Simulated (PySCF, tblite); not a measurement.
# C5H5BrF radical: geometry, infrared bands and EPR parameters

Wanted: the infrared bands and EPR parameters of C5H5BrF radical (`FC1=C(Br)CC[CH]1`), by calculation.

The runs use tblite 0.8.0 and PySCF 2.14.0, with density-fitted response routines of our own; the level of theory stands in each step. All values are computed, except where a source is named. Atoms count from 0, in the outputs and in this text.

## (1) Starting geometry

12 atoms, charge 0, multiplicity 2; geometry from: force field or distance geometry start.

Bonds of the start (Å): F0–C1 1.35, C1–C2 1.31, C2–Br3 1.85, C2–C4 1.50, C4–C5 1.53, C5–C6 1.50, C6–C1 1.43, C4–H7 1.09, C4–H8 1.10, C5–H9 1.10, C5–H10 1.09, C6–H11 1.08.

## (2) Optimising the geometry with GFN2-xTB

What the job is given:

```
{"job": {"kind": "relax", "xc": "GFN2-xTB", "basis": "xTB"}, "charge": 0, "multiplicity": 2}
F      2.451000     0.952200    -0.583900
C      1.221000     0.479300    -0.301100
C      0.079200     1.083100    -0.527800
Br    -0.210400     2.733200    -1.319100
C     -1.092100     0.259400    -0.067700
C     -0.437700    -1.005200     0.502600
C      1.038600    -0.789600     0.327400
H     -1.670700     0.783200     0.696800
H     -1.749900     0.001000    -0.906700
H     -0.688500    -1.128500     1.568300
H     -0.765100    -1.901500    -0.034100
H      1.825900    -1.467300     0.619100
```

The run is started by

```sh
$ OMP_NUM_THREADS=1 python probes_run.py task.json out
```

This one command runs all jobs of the session in turn.

Standard output:

```text
step      E/eV     max force
  0    -598.64699    4.357
  1    -598.79645    1.375
  2    -598.82658    0.296
  3    -598.83185    0.184
  4    -598.83442    0.216
  5    -598.83741    0.139
  6    -598.83898    0.096
  7    -598.84011    0.063
  8    -598.84052    0.046
  9    -598.84081    0.040
 10    -598.84102    0.033
 11    -598.84114    0.027
 12    -598.84122    0.023
 13    -598.84128    0.023
 14    -598.84135    0.020
 15    -598.84140    0.015
 16    -598.84143    0.013
 17    -598.84145    0.013
 18    -598.84146    0.010
```

Wall time 0.08 s (1 thread of Arm Neoverse V2, shared host).

Step by step:

| step | energy from step 0 (eV) | largest force (eV/Å) |
| --- | --- | --- |
| 0 | 0.0000 | 4.3567 |
| 1 | -0.1495 | 1.3748 |
| 2 | -0.1796 | 0.2962 |
| 3 | -0.1849 | 0.1839 |
| 4 | -0.1874 | 0.2164 |
| 5 | -0.1904 | 0.1388 |
| 6 | -0.1920 | 0.0956 |
| 7 | -0.1931 | 0.0628 |
| 8 | -0.1935 | 0.0460 |
| 9 | -0.1938 | 0.0400 |
| 10 | -0.1940 | 0.0328 |
| 11 | -0.1942 | 0.0270 |
| 12 | -0.1942 | 0.0232 |
| 13 | -0.1943 | 0.0229 |
| 14 | -0.1944 | 0.0199 |
| 15 | -0.1944 | 0.0152 |
| 16 | -0.1944 | 0.0132 |
| 17 | -0.1945 | 0.0130 |
| 18 | -0.1945 | 0.0097 |

Close pairs (by a distance rule), those that changed most:

```csv
bond,before (Å),after (Å),change (Å)
C1–C2,1.311,1.388,+0.076
C1–C6,1.428,1.368,-0.060
C2–Br3,1.853,1.865,+0.012
F0–C1,1.348,1.338,-0.010
C2–C4,1.504,1.494,-0.010
C5–C6,1.502,1.493,-0.009
C4–C5,1.534,1.542,+0.008
C5–H9,1.102,1.093,-0.008
```

The end geometry stands in the next job.

## (3) Harmonic vibrations with GFN2-xTB

What the job is given:

```
{"job": {"kind": "ir", "xc": "GFN2-xTB", "basis": "xTB"}, "charge": 0, "multiplicity": 2}
F      2.442113     0.946248    -0.582710
C      1.240898     0.442622    -0.278704
C      0.043395     1.095223    -0.535021
Br    -0.176486     2.765082    -1.335113
C     -1.100367     0.254012    -0.069415
C     -0.421099    -1.005569     0.505683
C      1.041718    -0.771422     0.319606
H     -1.694822     0.779535     0.683113
H     -1.775639     0.015305    -0.895697
H     -0.663033    -1.148164     1.562319
H     -0.740804    -1.911260    -0.016729
H      1.805325    -1.462296     0.616640
```

Standard output:

```text
mode    cm-1     km/mol
  1     106.2      0.04
  2     153.0      1.20
  3     188.3      0.01
  4     253.0      0.00
  5     301.0      2.83
  6     457.3      1.61
  7     514.5      7.22
  8     612.3      7.81
  9     649.7     29.62
 10     714.7      2.97
 11     797.0      4.10
 12     964.8      8.52
 13     972.8      0.01
 14    1019.8     52.34
 15    1059.4      7.94
 16    1099.2      0.00
 17    1142.7     22.80
 18    1155.2      0.27
 19    1187.4     48.08
 20    1265.2      3.64
 21    1288.7      2.62
 22    1379.6     28.13
 23    1450.4      3.19
 24    1462.7     12.57
 25    1533.4     84.49
 26    2920.8      0.29
 27    2936.3     20.52
 28    2955.4     34.11
 29    2964.5      7.66
 30    3171.2      3.68
```

Run time: 0.26 s. Hardware: 1 thread of Arm Neoverse V2, shared host.

The strongest bands and the atoms that carry them (share of the mass-weighted mode):

| cm⁻¹ | km/mol | atoms |
| --- | --- | --- |
| 650 | 29.6 | H11 78 %, C6 13 % |
| 1020 | 52.3 | C2 37 %, C6 13 %, F0 13 %, H11 11 % |
| 1143 | 22.8 | C2 39 %, C4 16 %, H11 11 % |
| 1187 | 48.1 | H11 30 %, C6 30 %, C1 12 %, C5 10 % |
| 1380 | 28.1 | C1 44 %, C2 24 %, C6 12 % |
| 1533 | 84.5 | C1 50 %, C6 29 %, C2 11 % |
| 2936 | 20.5 | H10 24 %, H7 23 %, H9 23 %, H8 21 % |
| 2955 | 34.1 | H8 28 %, H7 26 %, H9 21 %, H10 20 % |

## (4) EPR parameters: B3LYP/def2-TZVP-core+pcH-1

Settings changed since step 3:

```diff
@@ -1,2 +1,2 @@
-{"job": {"kind": "ir", "xc": "GFN2-xTB", "basis": "xTB"}, "charge": 0, "multiplicity": 2}
+{"job": {"kind": "epr", "basis": "pcH-1"}, "charge": 0, "multiplicity": 2}
 F      2.442113     0.946248    -0.582710
```

Level: UKS B3LYP, def2-TZVP-core on Br, pcH-1 on C F H, non-relativistic, mean-field spin-orbit, GIAO.

Standard output:

```text
UKS, coarse grid
  cycle   1  E = -2867.45800589  |g| = 1.60e+00
  cycle   2  E = -2867.42056359  |g| = 7.43e-01
  cycle   3  E = -2867.45809575  |g| = 4.89e-01
  cycle   4  E = -2867.53443239  |g| = 1.25e-01
  cycle   5  E = -2867.54085214  |g| = 3.60e-02
  cycle   6  E = -2867.54149558  |g| = 9.18e-03
  cycle   7  E = -2867.54156084  |g| = 3.63e-03
  cycle   8  E = -2867.54157053  |g| = 1.74e-03
  cycle   9  E = -2867.54157574  |g| = 7.87e-04
UKS, final grid
  cycle   1  E = -2867.54158570  |g| = 9.80e-04
  cycle   2  E = -2867.54158529  |g| = 1.42e-03
  cycle   3  E = -2867.54158610  |g| = 9.71e-05
  cycle   4  E = -2867.54158610  |g| = 3.84e-05
  cycle   5  E = -2867.54158610  |g| = 2.38e-05
E = -2867.54158610 Eh   <S^2> = 0.7732 (exact 0.7500)
g shifts (ppm)      1          2          3
  rmc          -152       -152       -152
  gc            -15         28         24
  oz_so       -2769      10163      11455
  total       -2936      10039      11327
hyperfine (MHz)  atom isotope    a_iso     a_fc   dipolar eigenvalues
    0   19F     -31.27     -31.26    -74.87     27.09     47.78
    1   13C     -52.54     -52.57    -28.55     13.53     15.01
    2   13C      73.58      71.64    -54.35    -52.23    106.58
    3  79Br       3.84      10.21    -90.38    -39.65    130.03
    4   13C     -19.45     -19.54     -0.66      0.30      0.35
    5   13C     -17.72     -17.77     -0.81     -0.02      0.84
    6   13C      50.24      50.48    -48.68    -47.13     95.80
    7    1H      70.94      70.90     -3.64     -1.91      5.55
    8    1H      70.65      70.61     -3.64     -1.91      5.55
    9    1H      66.16      66.16     -3.64     -1.82      5.46
   10    1H      66.46      66.46     -3.64     -1.82      5.46
   11    1H     -40.09     -40.06    -23.76     -0.15     23.91
```

Wall time 2.4 min (1 thread of Arm Neoverse V2, shared host); peak memory 1.2 GiB.

Principal g values 1.99938, 2.01236, 2.01365; g(iso) = 2.00846, against 2.00232 for a free electron.

Hyperfine couplings; where a row names several nuclei, a(iso) is their mean (it holds for fast rotation or exchange) and the dipolar term the largest among them:

| nuclei | isotope | a(iso) (MHz) | a(iso) (G, at g = 2.0023) | largest dipolar term (MHz) |
| --- | --- | --- | --- | --- |
| C2 | 13C | 73.6 | 26.3 | 106.6 |
| H7, H8 | 1H | 70.8 | 25.3 | 5.5 |
| H9, H10 | 1H | 66.3 | 23.7 | 5.5 |
| C1 | 13C | -52.5 | -18.7 | -28.5 |
| C6 | 13C | 50.2 | 17.9 | 95.8 |
| H11 | 1H | -40.1 | -14.3 | 23.9 |
| F0 | 19F | -31.3 | -11.2 | -74.9 |
| C4 | 13C | -19.4 | -6.9 | -0.7 |
| C5 | 13C | -17.7 | -6.3 | 0.8 |
| Br3 | 79Br | 3.8 | 1.4 | 130.0 |

Mulliken spin populations:

| atom | value (e) |
| --- | --- |
| F0 | -0.01 |
| C1 | -0.21 |
| C2 | 0.59 |
| Br3 | 0.04 |
| C4 | -0.05 |
| C5 | -0.05 |
| C6 | 0.60 |
| H7 | 0.03 |
| H8 | 0.03 |
| H9 | 0.02 |
| H10 | 0.02 |
| H11 | -0.03 |

In first order the couplings over 0.8 MHz of 1H, 19F, 79Br give 144 distinct lines over 127.4 G, if the averaged nuclei exchange fast; the same motion can average rows kept apart here too.

Orbitals, density, ELF and potential are computed afterwards from the orbital file.

ELF in a plane through or near 8 of the atoms.

Ten even steps from ' ' (0.00) to '@' (1.00):
```
                                                        
                                                        
                                                        
                ..--++++==..    ::==--                  
              ..==##%%%%##..  ::%%@@@@**                
              ::##%%++++**..  ##@@@@@@@@--              
                ++####%%++==++##@@@@@@%%::              
      ::==++--      ----##++##**--##++..                
    ..++##%%%%++....##%%--++**--****::                  
    ::**%%%%++++****::--++..::%%**++==::                
    ::**##--++==++##--==**==++++%%==**==..              
    ..==**::**==++++++%%%%  **@@====**--..              
      --**##++****::::====**::##==----..                
      ::==##%%%%**    ..++##++::                        
        ::++****::      --==--..                        
            ....                                        
                                                        
                                                        
                                                        
                                                        
```
The map spans 11.3 Å across and 9.8 Å up, centred on the molecule. Atoms in the plane (x, y in Å): F0 (-1.4, 2.3), C1 (-0.7, 1.2), C2 (-1.2, -0.1), Br3 (-3.0, -0.5), C4 (-0.1, -1.1), C5 (1.2, -0.3), C6 (0.7, 1.1), H11 (1.4, 2.0).

On the surface of density 0.002 e/bohr³ the electrostatic potential runs, from the 1st to the 99th percentile, from -0.83 V near F0 to 0.93 V near H11.

The spin density lies nearest to C2, C6 about 33 % each; C1 9 % (beta excess); Br3 8 %.

## (5) Summary of results

```
                                                                  quantity                 value
                                 strongest single infrared mode (GFN2-xTB)  1533 cm⁻¹, 84 km/mol
                                              zero-point energy (GFN2-xTB)         52.4 kcal/mol
                                                            g(iso) (B3LYP)               2.00846
                                                                      ⟨S²⟩    0.773 (exact 0.75)
                                        largest a(iso) (averaged by class)   13C on C2, 73.6 MHz
potential on the surface of density 0.002 e/bohr³, 1st and 99th percentile    -0.83 V and 0.93 V
```

Relaxing lowered the energy by 0.194 eV in 18 steps; the close pair that moved most is C1–C2, from 1.311 to 1.388 Å. No mode is imaginary among the 30: a minimum at this level. The strongest single mode, at 1533 cm⁻¹, moves mainly C1 and C6. GFN2-xTB is a fitted tight-binding method: band positions and strengths are rough. Its intensities can rank the bands wrongly. The largest spin populations lie on C6 (0.60 e), C2 (0.59 e). The isotropic g lies 6.1 ppt above the free-electron value. The hyperfine terms hold no scalar relativity, which the heavier nuclei need. The conformer search found further structures of the same energy, which may be mirror or relabelled copies of this one.
